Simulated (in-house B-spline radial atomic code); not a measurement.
# Pr⁶⁺: excited configurations

Wanted: excitation energies of Pr⁶⁺ as differences of total energies (ΔSCF).

Method: Dirac-Hartree-Fock, average of configuration, Fermi nucleus, basis-set limit. Code: in-house B-spline radial atomic code version 1.

### 1 What is computed

```
element       : praseodymium (Z = 59)
charge        : +6
electrons     : 53
configuration : [Kr] 4d10 4f1 5s2 5p4
Hamiltonian   : Dirac-Coulomb
nucleus       : Fermi, rms radius 4.892 fm
```

The outer shells:

[Kr] 4d10 4f1 5s2 5p4
```
[Kr] core
4d [↑↓][↑↓][↑↓][↑↓][↑↓]
4f [↑ ][  ][  ][  ][  ][  ][  ]
5s [↑↓]
5p [↑↓][↑ ][↑ ]
```

The boxes draw the filling by Hund's rule, which heavy ions in jj coupling don't follow; these runs average over all states of the configuration.

Settings, as recorded:

```ini
Z = 59
electrons = 53.0
configuration = [Kr] 4d10 4f1 5s2 5p4
hamiltonian = dirac
method = hf
spin_polarised = False
nucleus = fermi
rms_radius = 4.8919
mass_number = 141
atomic_mass = 140.907659604
speed_of_light = 137.035999084
```

This reference run was done before. Its total energy is -9230.217718 hartree, and its levels are (the highest eight at most):

| orbital | occupation | energy (eV) | <r> (bohr) |
| --- | --- | --- | --- |
| 4p3/2 | 4 | -323.04 | 0.6620 |
| 4d3/2 | 4 | -212.38 | 0.7090 |
| 4d5/2 | 6 | -208.49 | 0.7182 |
| 5s1/2 | 2 | -118.32 | 1.401 |
| 5p1/2 | 1.33333 | -97.852 | 1.511 |
| 5p3/2 | 2.66667 | -93.862 | 1.564 |
| 4f5/2 | 0.428571 | -91.184 | 0.8722 |
| 4f7/2 | 0.571429 | -90.787 | 0.8771 |

### 2 Run with [Kr] 4d10 4f1 5s2 5p3 6g1

Settings, as recorded:

```ini
Z = 59
electrons = 53.0
configuration = [Kr] 4d10 4f1 5s2 5p3 6g1
hamiltonian = dirac
method = hf
spin_polarised = False
nucleus = fermi
rms_radius = 4.8919
mass_number = 141
atomic_mass = 140.907659604
speed_of_light = 137.035999084
```

### 3 [Kr] 4d9 4f1 5s2 5p4 8g1

The settings differ from step 2 so:

```diff
@@ -2,3 +2,3 @@
 electrons = 53.0
-configuration = [Kr] 4d10 4f1 5s2 5p3 6g1
+configuration = [Kr] 4d9 4f1 5s2 5p4 8g1
 hamiltonian = dirac
```

### 4 [Kr] 4d9 4f1 5s2 5p4 8p1

The settings differ from step 3 so:

```diff
@@ -2,3 +2,3 @@
 electrons = 53.0
-configuration = [Kr] 4d9 4f1 5s2 5p4 8g1
+configuration = [Kr] 4d9 4f1 5s2 5p4 8p1
 hamiltonian = dirac
```

### 5 Run with [Kr] 4d10 4f1 5s2 5p3 6s1

The settings differ from step 4 so:

```diff
@@ -2,3 +2,3 @@
 electrons = 53.0
-configuration = [Kr] 4d9 4f1 5s2 5p4 8p1
+configuration = [Kr] 4d10 4f1 5s2 5p3 6s1
 hamiltonian = dirac
```

### 6 Run with [Kr] 4d10 5s2 5p4 6f1

The settings differ from step 5 so:

```diff
@@ -2,3 +2,3 @@
 electrons = 53.0
-configuration = [Kr] 4d10 4f1 5s2 5p3 6s1
+configuration = [Kr] 4d10 5s2 5p4 6f1
 hamiltonian = dirac
```

### 7 Configuration [Kr] 4d10 5s2 5p4 9f1

The settings differ from step 6 so:

```diff
@@ -2,3 +2,3 @@
 electrons = 53.0
-configuration = [Kr] 4d10 5s2 5p4 6f1
+configuration = [Kr] 4d10 5s2 5p4 9f1
 hamiltonian = dirac
```

**Question.** How far above the reference does each configuration lie (order and size, in eV)?

The runs gave:

| net move | configuration | energy above the reference (eV) | with Breit, QED, recoil (eV) | largest <r> (bohr) |
| --- | --- | --- | --- | --- |
| 5p → 6s | [Kr] 4d10 4f1 5s2 5p3 6s1 | 40.959 | 40.938 | 2.74 |
| 4f → 6f | [Kr] 4d10 5s2 5p4 6f1 | 63.110 | 63.248 | 4.79 |
| 5p → 6g | [Kr] 4d10 4f1 5s2 5p3 6g1 | 75.894 | 75.833 | 6.07 |
| 4f → 9f | [Kr] 4d10 5s2 5p4 9f1 | 78.405 | 78.549 | 13.4 |
| 4d → 8p | [Kr] 4d9 4f1 5s2 5p4 8p1 | 186.59 | 186.59 | 7.21 |
| 4d → 8g | [Kr] 4d9 4f1 5s2 5p4 8g1 | 195.67 | 195.67 | 11.9 |

Quantum defects of the promoted electron, δ = n − ζ/√(−2ε) with ζ = 7 and ε its orbital energy in hartree:

| promotion | δ |
| --- | --- |
| 5p → 6s | 2.481 |
| 4f → 6f | 0.873 |
| 5p → 6g | 0.056 |
| 4f → 9f | 0.860 |
| 4d → 8p | 2.187 |
| 4d → 8g | 0.085 |

What this shows: At the bottom stands 5p → 6s (40.959 eV), at the top 4d → 8g (195.67 eV). 2 of them lie more than 2 % above the ionisation threshold that Koopmans' theorem gives (90.787 eV), where such states can decay by emitting an electron. Of those tabulated, the defect is largest for 6s (2.48) and least for 6g (0.06): low angular momentum penetrates the core, high angular momentum stays outside it. Two partly filled shells share a symmetry and can mix in the average, which may lower the energy, for: 4d → 8p. These are averages over configurations, without correlation, not spectroscopic levels.
